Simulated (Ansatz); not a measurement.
# SiI4: ionisation energy by level of theory

The task here is to estimate one member of a computed series from the others.

The runs use Ansatz 0.2.0, Gaussian basis; unrestricted cation, the program's frozen cores in correlated methods.

Levels to be run: UKS PBE-D4/def2-TZVPP; UKS r2SCAN-D4/def2-TZVPP; UKS PBE0-D4/def2-TZVPP; UKS B3LYP-D4/def2-TZVPP; UKS wB97M-V/def2-TZVPP; UKS B2PLYP/def2-TZVPP; UHF-CCSD(T)/def2-TZVPP; UHF-MP2/def2-QZVPP; extrapolation to the limit; then −ε(HOMO) from the neutral's earlier runs with LDA (SPW92), PBE-D4, revPBE-D4, BLYP-D4, r2SCAN-D4, B97M-V, PBE0-D4, B3LYP-D4, r2SCANh-D4, r2SCAN0-D4, HSE06-D4, BHLYP-D4, CAM-B3LYP-D4, LC-ωPBE, ωB97X-V, ωB97M-V.

1 further run of the same task is left out (it didn't finish).

## The geometry

All runs share one geometry, relaxed beforehand with PBE0-D4 in a triple-zeta def2 set. I takes the def2 core potential; no spin-orbit term is included.

SMILES `I[Si](I)(I)I`, 5 atoms, charge 0, spin multiplicity 1.

Atoms are counted from 1 here; the program's logs count them from 0.

Bond lengths: I1–Si2 2.429 Å, Si2–I3 2.429 Å, Si2–I4 2.429 Å, Si2–I5 2.429 Å. Angles: I1–Si2–I3 109.5°, I1–Si2–I4 109.5°, I1–Si2–I5 109.5°, I3–Si2–I4 109.5°, I3–Si2–I5 109.5°, I4–Si2–I5 109.5°.

Coordinates:

```mol
I4Si
  3D, bonds by distance, orders not assigned

  5  4  0  0  0  0  0  0  0  0999 V2000
   -1.1602   -0.0009    2.1197 I   0  0
    0.0100   -0.0147   -0.0083 Si  0  0
    2.0675   -1.2867    0.2076 I   0  0
   -1.4000   -1.0371   -1.7007 I   0  0
    0.5325    2.2657   -0.6596 I   0  0
  1  2  8  0
  2  3  8  0
  2  4  8  0
  2  5  8  0
M  END
```

Set-up of the first run:

Input file in.yaml:

```yaml
crystal:
  periodic: [false, false, false]
  atoms:
    - {symbol: I, position_ang: [-1.160163, -0.000925, 2.119707]}
    - {symbol: Si, position_ang: [0.009992, -0.014737, -0.008262]}
    - {symbol: I, position_ang: [2.067507, -1.286651, 0.207562]}
    - {symbol: I, position_ang: [-1.399956, -1.037109, -1.700748]}
    - {symbol: I, position_ang: [0.532521, 2.265721, -0.659558]}
basis:
  gaussian: {orbitals: def2-TZVPP}
total_charge: 1
magnetization: {spin_polarized: true, initial_magnetization: 1}
hamiltonian: {xc: pbe, dispersion: d4}
```

The run is started by

```bash
$ ansatz run in.yaml --threads 2 --pin off --events-out ev --progress --plain --max-ram 32768MiB --backend cpu
```

Among the steps run: Cation, UKS PBE-D4/def2-TZVPP; Cation, UKS r2SCAN-D4/def2-TZVPP; Cation, UKS PBE0-D4/def2-TZVPP; Cation, UKS B3LYP-D4/def2-TZVPP; Cation, UKS wB97M-V/def2-TZVPP; Cation, UKS B2PLYP (frozen core)/def2-TZVPP; Cation, UHF-CCSD(T)/def2-TZVPP; Cation, UHF-MP2/def2-QZVPP.

One table of the session follows, with a row left open; its other results are not shown here.

Orbital estimates, from the neutral's runs:

| functional | −ε(HOMO) (eV) |
| --- | --- |
| LDA (SPW92) | 6.74 |
| PBE-D4 | 6.57 |
| revPBE-D4 | 6.52 |
| BLYP-D4 | 6.37 |
| r2SCAN-D4 | 6.88 |
| B97M-V | 6.85 |
| PBE0-D4 | 7.69 |
| B3LYP-D4 | 7.43 |
| r2SCANh-D4 | 7.29 |
| r2SCAN0-D4 | 7.90 |
| HSE06-D4 | 7.31 |
| BHLYP-D4 | 8.63 |
| CAM-B3LYP-D4 | 8.91 |
| LC-ωPBE | 10.24 |
| ωB97X-V | 9.91 |
| ωB97M-V | ? |

**Question.** Estimate the row for ωB97M-V.

The run gave: −ε(HOMO) (eV): 9.78. In the column «−ε(HOMO) (eV)» it lies between CAM-B3LYP-D4 (8.91) and ωB97X-V (9.91).

Caveats from the session: In point group Td the highest level is often degenerate; the cation then breaks the symmetry, and the runs may pick different components.
